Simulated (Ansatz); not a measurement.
# Fe2C: the cost of one run

Computed with Ansatz 0.2.0 (DFT PBEsol, scalar-relativistic, plane waves, PAW, unless a step's input says otherwise).

A COD entry behind a cell of this session may itself be a prediction, so a difference from it is no test against experiment.

**1. The starting structure**

It takes space group Pnnm (No. 58, orthorhombic). Conventional cell: a = 4.241 Å, b = 4.597 Å, c = 2.786 Å, α = 90.00°, β = 90.00°, γ = 90.00°. Fe (site symmetry m) is surrounded by 3 C at 1.89 to 1.91 Å. Around C (site symmetry 2/m) lie 6 Fe at 1.89 to 1.91 Å.

As a file:

```
Fe C
1.0
     4.24099    0.00000    0.00000
     0.00000    4.59678    0.00000
     0.00000    0.00000    2.78553
Fe C
4 2
Cartesian
  1.0519 3.0010 0.0000
  3.1891 1.5957 0.0000
  1.0686 0.7026 1.3928
  3.1724 3.8941 1.3928
  0.0000 0.0000 0.0000
  2.1205 2.2984 1.3928
```

This cell was relaxed beforehand with the same method: volume 9.05 Å³/atom, gap on the mesh none (metal), site moments up to 1.4 μB.

**2. Volume × 0.97**

Contents of input.yaml:

```yaml
crystal:
  lattice:
    - [4.1981523709, 0.0, 0.0]
    - [0.0, 4.5503479327, 0.0]
    - [0.0, 0.0, 2.7573933767]
  atoms:
    - { symbol: Fe, position: [0.2480293795, 0.6528560443, 0.0], spin: 1.57 }
    - { symbol: Fe, position: [0.7519706205, 0.3471439557, 0.0], spin: 1.57 }
    - { symbol: Fe, position: [0.2519706205, 0.1528560443, 0.5], spin: 1.57 }
    - { symbol: Fe, position: [0.7480293795, 0.8471439557, 0.5], spin: 1.57 }
    - { symbol: C, position: [0.0, 0.0, 0.0] }
    - { symbol: C, position: [0.5, 0.5, 0.5] }
basis:
  ecutwfc: 420
kpoints:
  mp_grid: { grid: [8, 8, 12] }
hamiltonian:
  xc: pbesol
scf:
  occupations: { method: gaussian, width: 0.1 }
output:
  forces: true
  stress: true
  eigenvalues: true
  populations: true
  write_density: true
  write_potential: true
  elf: true
  volumetric_format: npy
magnetization:
  spin_polarized: true
relax:
  adjacent_minimum: "off"
  f_tol: 0.01
  max_steps: 30
  cell: { stress_tol: 0.1, fix: [volume] }
```

Launch:

```
$ ansatz run input.yaml --threads 2 --pin off --max-ram 5120MiB --backend cpu --events-out ev --progress --plain --runs-dir out
```

What time and memory should one allow on 2 threads of Intel Xeon at 2.50GHz (Skylake/Cascade Lake), shared host?

About 6.1 min, with a peak of 0.89 GiB.
